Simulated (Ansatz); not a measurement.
# Si4BW: the cost of one run

Method: DFT PBE, scalar-relativistic, plane waves, PAW, in Ansatz 0.2.0.

1 further run of the same task is left out (it didn't finish).

**1. The structure to begin with**

It takes space group P6/mmm (No. 191, hexagonal). Conventional cell: a = 3.668 Å, b = 3.668 Å, c = 7.853 Å, α = 90.00°, β = 90.00°, γ = 120.00°. Si (site symmetry 3m) has 3 Si at 2.12 Å as nearest neighbours. B (site symmetry 6/mmm) is surrounded by 12 Si at 2.49 Å. W (site symmetry 6/mmm) is surrounded by 12 Si at 3.36 Å and 6 W at 3.67 Å.

As a file:

```
Si B W
1.0
     3.66848    0.00000    0.00000
    -1.83424    3.17700    0.00000
     0.00000    0.00000    7.85288
Si B W
4 1 1
Direct
  0.33333 0.66667 0.33270
  0.33333 0.66667 0.66730
  0.66667 0.33333 0.66730
  0.66667 0.33333 0.33270
  0.00000 0.00000 0.50000
  0.00000 0.00000 0.00000
```

Recipe of the guess: random cell by space group and Wyckoff sites (P6/mmm, No. 191). Lengths come from tabulated atomic sizes and are only a guess.

**2. Probe: one point on a coarse mesh**

The input, input.yaml:

```yaml
crystal:
  lattice:
    - [3.66848221, 0.0, 0.0]
    - [-1.8342411, 3.17699879, 0.0]
    - [0.0, 0.0, 7.8528807]
  atoms:
    - { symbol: Si, position: [0.33333333, 0.66666667, 0.33269592] }
    - { symbol: Si, position: [0.33333333, 0.66666667, 0.66730408] }
    - { symbol: Si, position: [0.66666667, 0.33333333, 0.66730408] }
    - { symbol: Si, position: [0.66666667, 0.33333333, 0.33269592] }
    - { symbol: B, position: [0.0, 0.0, 0.5] }
    - { symbol: W, position: [0.0, 0.0, 0.0] }
basis:
  ecutwfc: 420
kpoints:
  mp_grid: { grid: [6, 6, 2] }
hamiltonian:
  xc: pbe
scf:
  occupations: { method: gaussian, width: 0.1 }
  lower_state_search: "off"
output:
  forces: true
  stress: true
  eigenvalues: true
```

Command:

```sh
> ansatz run input.yaml --threads 1 --pin off --max-ram 2560MiB --backend cpu --events-out ev --progress --plain --runs-dir out
```

What time and memory should one allow on 1 thread of AMD EPYC (Zen 3), shared host?

About 3.9 s, with a peak of 0.37 GiB.
